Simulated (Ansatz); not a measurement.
# C₂HF₅: energies up the ladder, part 2 of 2

Wanted for C₂HF₅: energies up the ladder.

Ansatz 0.2.0, Gaussian bases. Earlier steps stand in the parts before.

## 10. Single point, LDA/def2-TZVPP

input.yaml reads:

```yaml
crystal:
  periodic: [false, false, false]
  atoms:
    - { symbol: F, position_ang: [-1.07270011, 1.11509392, -0.98104054] }
    - { symbol: C, position_ang: [-0.93117848, 0.29594158, 0.07244852] }
    - { symbol: F, position_ang: [-1.62400542, -0.83077723, -0.1542048] }
    - { symbol: C, position_ang: [0.55368476, -0.05597461, 0.23426303] }
    - { symbol: F, position_ang: [0.70783258, -0.87001706, 1.27617175] }
    - { symbol: F, position_ang: [1.03243439, -0.65109648, -0.84826433] }
    - { symbol: F, position_ang: [1.25286097, 1.05420561, 0.45936167] }
    - { symbol: H, position_ang: [-1.30929871, 0.78608424, 0.97381471] }
basis:
  gaussian: { orbitals: def2-TZVPP }
hamiltonian:
  xc: lda
```

On the command line:

```sh
$ ansatz run input.yaml --threads 4 --pin off --max-ram 10240MiB --backend cpu --events-out ev --progress --plain --runs-dir out
```

Standard output:

```text
Warning: RAYON_NUM_THREADS=4 ignored (pool sized by the plan → 4); use --threads N
Engine: ansatz 0.2.0, x86_64-unknown-linux-gnu
Functional definition: SPW92
  exchange = slater_x
  correlation = pw_c
1199 factors; their error is unknown
mean field evaluation 1: about -15574.5526 eV, gradient 4.4e1 eV
mean field evaluation 2: about -15572.2546 eV, gradient 6.3e1 eV
mean field evaluation 4: about -15577.1928 eV, gradient 2.9e0 eV
mean field evaluation 8: about -15577.1756 eV, gradient 5.0e-1 eV
mean field evaluation 16: about -15577.1759 eV, gradient 4.0e-5 eV
mean field -15577.17592621 eV, -572.4506566990 hartree, gradient 4.0e-5 eV, S^2 0.000000; 0 other end points of the search recorded, 0 dependent functions left out
reference -15577.17594745 eV, -572.4506574796 hartree; 29, 29 occupied and 202, 202 virtual orbitals, 1199 factors
Total energy: -15577.17594745 eV, -572.4506574796 hartree
```

Run time: 2.4 s. Hardware: 4 threads of Intel Xeon at 2.50GHz (Skylake/Cascade Lake), shared host; peak memory 0.28 GiB.

## 11. Single point, PBE0-D4/def2-SVP

Changes to input.yaml since step 10:

```diff
@@ -12,4 +12,5 @@
 basis:
-  gaussian: { orbitals: def2-TZVPP }
+  gaussian: { orbitals: def2-SVP }
 hamiltonian:
-  xc: lda
+  xc: pbe0
+  dispersion: d4
```

On the command line:

```sh
$ ansatz run input.yaml --threads 4 --pin off --max-ram 10240MiB --backend cpu --events-out ev --progress --plain --runs-dir out
```

Standard output:

```text
Warning: RAYON_NUM_THREADS=4 ignored (pool sized by the plan → 4); use --threads N
[... 7 set-up lines as earlier in the session ...]
1114 factors; their error is unknown
mean field evaluation 1: about -15645.1164 eV, gradient 4.1e1 eV
mean field evaluation 2: about -15643.3197 eV, gradient 5.4e1 eV
mean field evaluation 4: about -15647.4545 eV, gradient 9.6e-1 eV
mean field evaluation 8: about -15647.4538 eV, gradient 1.6e-2 eV
mean field -15647.46716549 eV, -575.0338120975 hartree, gradient 7.3e-5 eV, S^2 0.000000; 0 other end points of the search recorded, 0 dependent functions left out
reference -15647.46717700 eV, -575.0338125206 hartree; 29, 29 occupied and 74, 74 virtual orbitals, 1114 factors
Total energy: -15647.57911755 eV, -575.0379262600 hartree
```

It took 1.8 s on 4 threads of Intel Xeon at 2.50GHz (Skylake/Cascade Lake), shared host; peak memory 0.22 GiB.

## 12. Single point, PBE-D4/def2-SVP

Changes to input.yaml since step 11:

```diff
@@ -14,3 +14,3 @@
 hamiltonian:
-  xc: pbe0
+  xc: pbe
   dispersion: d4
```

On the command line:

```sh
$ ansatz run input.yaml --threads 4 --pin off --max-ram 10240MiB --backend cpu --events-out ev --progress --plain --runs-dir out
```

Standard output:

```text
Warning: RAYON_NUM_THREADS=4 ignored (pool sized by the plan → 4); use --threads N
[... 6 set-up lines as earlier in the session ...]
1114 factors; their error is unknown
mean field evaluation 1: about -15645.1036 eV, gradient 4.1e1 eV
mean field evaluation 2: about -15642.3407 eV, gradient 6.1e1 eV
mean field evaluation 4: about -15647.4942 eV, gradient 1.7e0 eV
mean field evaluation 8: about -15647.4961 eV, gradient 5.1e-2 eV
mean field evaluation 16: about -15647.4123 eV, gradient 5.4e-5 eV
mean field -15647.41226869 eV, -575.0317946775 hartree, gradient 5.4e-5 eV, S^2 0.000000; 0 other end points of the search recorded, 0 dependent functions left out
reference -15647.41228395 eV, -575.0317952383 hartree; 29, 29 occupied and 74, 74 virtual orbitals, 1114 factors
Total energy: -15647.54803475 eV, -575.0367839880 hartree
```

Run time: 1.5 s. Hardware: 4 threads of Intel Xeon at 2.50GHz (Skylake/Cascade Lake), shared host; peak memory 0.14 GiB.

## 13. Single point, CCSD(T)/def2-TZVPP

Changes to input.yaml since step 12:

```diff
@@ -12,5 +12,4 @@
 basis:
-  gaussian: { orbitals: def2-SVP }
-hamiltonian:
-  xc: pbe
-  dispersion: d4
+  gaussian: { orbitals: def2-TZVPP }
+correlation:
+  method: ccsd_t
```

On the command line:

```sh
$ ansatz run input.yaml --threads 4 --pin off --max-ram 10240MiB --backend cpu --events-out ev --progress --plain --runs-dir out
```

Standard output:

```text
Warning: RAYON_NUM_THREADS=4 ignored (pool sized by the plan → 4); use --threads N
[... 1 set-up line as earlier in the session ...]
Functional definition: HF
  exchange = exact_x
  correlation = 0
1535 factors; integrals over basis functions are off by at most 9.2e-4 eV
mean field evaluation 1: about -15608.3064 eV, gradient 5.1e1 eV
mean field evaluation 2: about -15608.5537 eV, gradient 5.2e1 eV
mean field evaluation 4: about -15613.0748 eV, gradient 4.0e0 eV
mean field evaluation 8: about -15613.1334 eV, gradient 2.3e-1 eV
mean field evaluation 16: about -15608.3052 eV, gradient 5.1e1 eV
mean field -15613.13368603 eV, -573.7720799995 hartree, gradient 2.2e-6 eV, S^2 0.000000; 0 other end points of the search recorded, 0 dependent functions left out
7 core orbitals not correlated: weight in the atoms' cores, before any rotation towards them, 1.000 or more for the frozen orbitals, at most 0.000 for the correlated occupied ones
reference -15613.13368603 eV, -573.7720799995 hartree; 22, 22 occupied and 202, 202 virtual orbitals, 1535 factors
second order -42.21078761 eV of doubles, -0.00000000 eV of singles
cycle   1  -41.49771355 eV  change    7.1e-1 eV  update   1.2e-1
cycle   2  -42.31616104 eV  change   -8.2e-1 eV  update   3.5e-2
cycle   3  -42.49559730 eV  change   -1.8e-1 eV  update   1.6e-2
cycle   4  -42.47006229 eV  change    2.6e-2 eV  update   3.3e-3
cycle   5  -42.46727366 eV  change    2.8e-3 eV  update   1.5e-3
cycle   6  -42.46912199 eV  change   -1.8e-3 eV  update   4.4e-4
cycle   7  -42.46895547 eV  change    1.7e-4 eV  update   1.6e-4
cycle   8  -42.46879842 eV  change    1.6e-4 eV  update   3.9e-5
cycle   9  -42.46880483 eV  change   -6.4e-6 eV  update   1.3e-5
perturbative correction -1.34801481 eV, -0.0495386304 hartree
Total energy: -15656.95050567 eV, -575.3823184210 hartree
```

It took 5.6 min on 4 threads of Intel Xeon at 2.50GHz (Skylake/Cascade Lake), shared host; peak memory 5 GiB.

## 14. Single point, MP2/def2-QZVPP

Changes to input.yaml since step 13:

```diff
@@ -12,4 +12,4 @@
 basis:
-  gaussian: { orbitals: def2-TZVPP }
+  gaussian: { orbitals: def2-QZVPP.json }
 correlation:
-  method: ccsd_t
+  method: mp2
```

On the command line:

```sh
$ ansatz run input.yaml --threads 4 --pin off --max-ram 10240MiB --backend cpu --events-out ev --progress --plain --runs-dir out
```

Standard output:

```text
Warning: RAYON_NUM_THREADS=4 ignored (pool sized by the plan → 4); use --threads N
[... 4 set-up lines as earlier in the session ...]
2729 factors; integrals over basis functions are off by at most 1.0e-3 eV
mean field evaluation 1: about -15609.2144 eV, gradient 5.1e1 eV
mean field evaluation 2: about -15609.3752 eV, gradient 5.1e1 eV
mean field evaluation 4: about -15613.7485 eV, gradient 4.0e0 eV
mean field evaluation 8: about -15613.8034 eV, gradient 2.5e-1 eV
mean field -15613.80371851 eV, -573.7967032389 hartree, gradient 2.9e-6 eV, S^2 0.000000; 0 other end points of the search recorded, 0 dependent functions left out
7 core orbitals not correlated: weight in the atoms' cores, before any rotation towards them, 1.000 or more for the frozen orbitals, at most 0.000 for the correlated occupied ones
reference -15613.80371851 eV, -573.7967032389 hartree; 22, 22 occupied and 400, 400 virtual orbitals, 2729 factors
second order -46.08683625 eV of doubles, -0.00000000 eV of singles
Total energy: -15659.89055476 eV, -575.4903632323 hartree
```

It took 39 s on 4 threads of Intel Xeon at 2.50GHz (Skylake/Cascade Lake), shared host; peak memory 2.4 GiB.

## 15. Extrapolation to the basis-set limit

CCSD(T)/CBS estimate, frozen core: MP2 correlation extrapolated, CCSD(T) less MP2 from the smaller set, from def2-TZVPP and def2-QZVPP: mean field -15613.8960 eV, total -15664.4600 eV. The exponents are 7.88 (mean field) and 2.97 (correlation).

## 16. Geometries side by side

| level | F1–C2 (Å) | C2–F3 (Å) | C2–C4 (Å) | rotational constants (MHz) | dipole (D) | highest frequency (cm⁻¹) | CPU time |
| --- | --- | --- | --- | --- | --- | --- | --- |
| PBE0-D4/def2-TZVPP | 1.3420 | 1.3420 | 1.5346 | 3704.9, 2421.4, 2008.1 | 1.48 | 3102 | 2.7 min |

Constants are for the commonest isotopes at the equilibrium geometry; times are CPU times of the relaxations.

## 17. Total energies

| level | energy (eV) | CPU time |
| --- | --- | --- |
| PBE-D4/def2-TZVPP | -15666.5174 | 11 s |
| r2SCAN-D4/def2-TZVPP | -15675.0557 | 21 s |
| B3LYP-D4/def2-TZVPP | -15681.7045 | 18 s |
| wB97M-V/def2-TZVPP | -15677.8843 | 40 s |
| B2PLYP/def2-TZVPP | -15672.7076 | 36 s |
| LDA/def2-TZVPP | -15577.1759 | 7.2 s |
| PBE0-D4/def2-SVP | -15647.5791 | 5.8 s |
| PBE-D4/def2-SVP | -15647.5480 | 4.6 s |
| CCSD(T)/def2-TZVPP | -15656.9505 | 22 min |
| MP2/def2-QZVPP | -15659.8906 | 2.4 min |
| CCSD(T)/CBS | -15664.4600 | - |

## 18. Summary of results

What follows sums up all 2 parts.

| quantity | value |
| --- | --- |
| F1–C2 at PBE0-D4/def2-TZVPP | 1.342 Å |
| C2–F3 at PBE0-D4/def2-TZVPP | 1.342 Å |
| C2–C4 at PBE0-D4/def2-TZVPP | 1.535 Å |
| frequencies at PBE0-D4/def2-TZVPP | 74 to 3102 cm⁻¹ |
| energy at CCSD(T)/CBS | -15664.460 eV |

What this shows: A measured dipole moment of C2HF5 is 1.563 D (NIST CCCBDB Release 22 (SRD 101), experimental dipoles); the calculated 1.48 D misses it by -5.1 %. That is PBE0-D4/def2-TZVPP. No mode is imaginary, so the geometry is a minimum. These totals serve in differences with atoms or fragments at the same level; alone they don't rank the methods.
